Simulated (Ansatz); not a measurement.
# C₄H₁₂BN: basis-set convergence

An exercise on one series of results from a longer session: the logs are not shown, and one member is left open.

Program: Ansatz 0.2.0, Gaussian basis. Level of theory: one geometry, several basis sets. These are calculated values, not measurements.

Levels to be run: PBE0-D4/def2-SVP; ωB97M-V/def2-SVP; PBE0-D4/def2-QZVPP; ωB97M-V/def2-QZVPP; the functionals' def2-TZVPP values are taken from earlier runs.

1 further run of the same task is left out (it didn't finish). Runs told in other sessions of the task aren't counted.

## The geometry

An earlier PBE0-D4 in a triple-zeta def2 set relaxation fixed the geometry.

SMILES `BN(C)C(C)C`, 18 atoms, charge 0, spin multiplicity 1.

Atoms are counted from 1 here; the program's logs count them from 0.

Bond lengths: B1–N2 1.386 Å, B1–H7 1.198 Å, B1–H8 1.195 Å, N2–C3 1.448 Å, N2–C4 1.467 Å, C3–H9 1.096 Å, C3–H10 1.095 Å, C3–H11 1.088 Å, C4–C5 1.523 Å, C4–C6 1.516 Å, C4–H12 1.098 Å, C5–H13 1.092 Å, C5–H14 1.093 Å, C5–H15 1.093 Å, C6–H16 1.092 Å, C6–H17 1.091 Å, C6–H18 1.092 Å. Angles: N2–B1–H7 118.4°, N2–B1–H8 120.7°, H7–B1–H8 120.9°, B1–N2–C3 121.7°, B1–N2–C4 125.4°, C3–N2–C4 112.8°, N2–C3–H9 110.8°, N2–C3–H10 111.5°, N2–C3–H11 109.7°, H9–C3–H10 107.7°, H9–C3–H11 108.8°, H10–C3–H11 108.4°, N2–C4–C5 110.9°, N2–C4–C6 113.2°, N2–C4–H12 105.9°, C5–C4–C6 111.0°, C5–C4–H12 108.1°, C6–C4–H12 107.4° and more.

Set-up of the first run:

in.yaml reads:

```yaml
crystal:
  periodic: [false, false, false]
  atoms:
    - {symbol: B, position_ang: [-0.818737, -0.919219, 1.466323]}
    - {symbol: N, position_ang: [-0.271697, -0.768875, 0.202021]}
    - {symbol: C, position_ang: [0.142865, -1.908916, -0.588867]}
    - {symbol: C, position_ang: [0.008650, 0.511253, -0.456404]}
    - {symbol: C, position_ang: [1.452768, 0.936994, -0.223396]}
    - {symbol: C, position_ang: [-0.953584, 1.613051, -0.057056]}
    - {symbol: H, position_ang: [-0.959015, -2.028199, 1.897404]}
    - {symbol: H, position_ang: [-1.139895, 0.034656, 2.109778]}
    - {symbol: H, position_ang: [-0.405370, -1.943938, -1.537125]}
    - {symbol: H, position_ang: [1.211576, -1.866713, -0.824527]}
    - {symbol: H, position_ang: [-0.050748, -2.827158, -0.037643]}
    - {symbol: H, position_ang: [-0.124738, 0.332362, -1.531578]}
    - {symbol: H, position_ang: [2.158071, 0.156239, -0.514908]}
    - {symbol: H, position_ang: [1.689093, 1.833708, -0.801085]}
    - {symbol: H, position_ang: [1.608506, 1.159261, 0.835302]}
    - {symbol: H, position_ang: [-0.786362, 2.486648, -0.691094]}
    - {symbol: H, position_ang: [-0.808391, 1.917306, 0.980263]}
    - {symbol: H, position_ang: [-1.990492, 1.292941, -0.175408]}
basis:
  gaussian: {orbitals: def2-SVP}
hamiltonian: {xc: pbe0, dispersion: d4}
output: {orbitals: {seedname: orbitals}}
```

Started as:

```bash
$ ansatz run in.yaml --threads 4 --pin off --events-out ev --progress --plain --max-ram 11315MiB
```

Among the steps run: PBE0-D4 in def2-SVP; ωB97M-V in def2-SVP; PBE0-D4 in def2-QZVPP; ωB97M-V in def2-QZVPP.

One table of the session follows, with a row left open; its other results are not shown here.

It belongs to the step «Density functionals: the series». 

| functional | basis | HOMO (eV) | LUMO (eV) |
| --- | --- | --- | --- |
| PBE0-D4 | def2-SVP | -7.30 | 0.50 |
| PBE0-D4 | def2-TZVPP | -7.33 | 0.22 |
| PBE0-D4 | def2-QZVPP | -7.34 | 0.11 |
| ωB97M-V | def2-SVP | ? | ? |
| ωB97M-V | def2-TZVPP | -9.65 | 1.95 |
| ωB97M-V | def2-QZVPP | -9.65 | 1.58 |

Estimate the missing values for ωB97M-V, def2-SVP.

**Answer.** HOMO (eV): -9.61; LUMO (eV): 2.50. In the column «HOMO (eV)» it lies between ωB97M-V, def2-QZVPP (-9.65) and PBE0-D4, def2-QZVPP (-7.34).
